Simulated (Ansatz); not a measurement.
# SiGe31: the cost of one run

Method: DFT PBEsol, scalar-relativistic, plane waves, PAW, in Ansatz 0.2.0.

That is the level of the relaxation; later steps name their own.

### 1 The starting structure

The structure is cubic, space group I-43m (No. 217). The conventional cell has a = 11.301 Å, b = 11.301 Å, c = 11.301 Å, α = 90.00°, β = 90.00°, γ = 90.00°. Si (site symmetry -43m) is surrounded by 4 Ge at 2.45 Å. Ge (site symmetry m) has 4 Ge at 2.45 Å as nearest neighbours. Ge (site symmetry -42m) is surrounded by 4 Ge at 2.45 Å. Ge (site symmetry 3m) is surrounded by 3 Ge at 2.45 Å and 1 Si at 2.45 Å.

As a file:

```
CELL_PARAMETERS angstrom
5.65061 -5.65061 5.65061
5.65061 5.65061 -5.65061
-5.65061 5.65061 5.65061
ATOMIC_POSITIONS crystal
Si 0.25000 0.75000 0.00000
Ge 0.50000 0.50000 0.00000
Ge 0.75000 0.25000 0.00000
Ge 0.00000 0.75000 0.25000
Ge 0.00000 0.00000 0.00000
Ge 0.25000 0.50000 0.25000
Ge 0.50000 0.25000 0.25000
Ge 0.75000 0.75000 0.50000
Ge 0.75000 0.00000 0.25000
Ge 0.00000 0.50000 0.50000
Ge 0.25000 0.25000 0.50000
Ge 0.50000 0.75000 0.75000
Ge 0.50000 0.00000 0.50000
Ge 0.75000 0.50000 0.75000
Ge 0.00000 0.25000 0.75000
Ge 0.25000 0.00000 0.75000
Ge 0.50000 0.00000 0.25000
Ge 0.75000 0.75000 0.25000
Ge 0.00000 0.50000 0.25000
Ge 0.25000 0.00000 0.50000
Ge 0.25000 0.25000 0.25000
Ge 0.50000 0.75000 0.50000
Ge 0.75000 0.50000 0.50000
Ge 0.00000 0.00000 0.75000
Ge 0.00000 0.25000 0.50000
Ge 0.25000 0.75000 0.75000
Ge 0.50000 0.50000 0.75000
Ge 0.75000 0.00000 0.00000
Ge 0.75000 0.25000 0.75000
Ge 0.00000 0.75000 0.00000
Ge 0.25000 0.50000 0.00000
Ge 0.50000 0.25000 0.00000
```

(A quick probe on a coarse mesh, which set the mesh and smearing, is not shown.)

### 3 Relaxing cell and atoms

File input.yaml:

```yaml
crystal:
  lattice:
    - [5.65061062, -5.65061062, 5.65061062]
    - [5.65061062, 5.65061062, -5.65061062]
    - [-5.65061062, 5.65061062, 5.65061062]
  atoms:
    - { symbol: Si, position: [0.25, 0.75, 0.0] }
    - { symbol: Ge, position: [0.5, 0.5, 0.0] }
    - { symbol: Ge, position: [0.75, 0.25, 0.0] }
    - { symbol: Ge, position: [0.0, 0.75, 0.25] }
    - { symbol: Ge, position: [0.0, 0.0, 0.0] }
    - { symbol: Ge, position: [0.25, 0.5, 0.25] }
    - { symbol: Ge, position: [0.5, 0.25, 0.25] }
    - { symbol: Ge, position: [0.75, 0.75, 0.5] }
    - { symbol: Ge, position: [0.75, 0.0, 0.25] }
    - { symbol: Ge, position: [0.0, 0.5, 0.5] }
    - { symbol: Ge, position: [0.25, 0.25, 0.5] }
    - { symbol: Ge, position: [0.5, 0.75, 0.75] }
    - { symbol: Ge, position: [0.5, 0.0, 0.5] }
    - { symbol: Ge, position: [0.75, 0.5, 0.75] }
    - { symbol: Ge, position: [0.0, 0.25, 0.75] }
    - { symbol: Ge, position: [0.25, 0.0, 0.75] }
    - { symbol: Ge, position: [0.5, 0.0, 0.25] }
    - { symbol: Ge, position: [0.75, 0.75, 0.25] }
    - { symbol: Ge, position: [0.0, 0.5, 0.25] }
    - { symbol: Ge, position: [0.25, 0.0, 0.5] }
    - { symbol: Ge, position: [0.25, 0.25, 0.25] }
    - { symbol: Ge, position: [0.5, 0.75, 0.5] }
    - { symbol: Ge, position: [0.75, 0.5, 0.5] }
    - { symbol: Ge, position: [0.0, 0.0, 0.75] }
    - { symbol: Ge, position: [0.0, 0.25, 0.5] }
    - { symbol: Ge, position: [0.25, 0.75, 0.75] }
    - { symbol: Ge, position: [0.5, 0.5, 0.75] }
    - { symbol: Ge, position: [0.75, 0.0, 0.0] }
    - { symbol: Ge, position: [0.75, 0.25, 0.75] }
    - { symbol: Ge, position: [0.0, 0.75, 0.0] }
    - { symbol: Ge, position: [0.25, 0.5, 0.0] }
    - { symbol: Ge, position: [0.5, 0.25, 0.0] }
basis:
  ecutwfc: 420
kpoints:
  mp_grid: { grid: [6, 6, 6] }
hamiltonian:
  xc: pbesol
scf:
  occupations: { method: gaussian, width: 0.01 }
output:
  forces: true
  stress: true
  eigenvalues: true
relax:
  adjacent_minimum: "off"
  f_tol: 0.005
  max_steps: 80
  cell: { stress_tol: 0.05 }
```

Launch:

```
> ansatz run input.yaml --threads 8 --pin off --max-ram 22528MiB --backend cpu --events-out ev --progress --plain --runs-dir out
```

Q: Estimate wall time and peak memory on 8 threads of Arm Neoverse V2, shared host.

About 4.5 min, with a peak of 7.3 GiB.
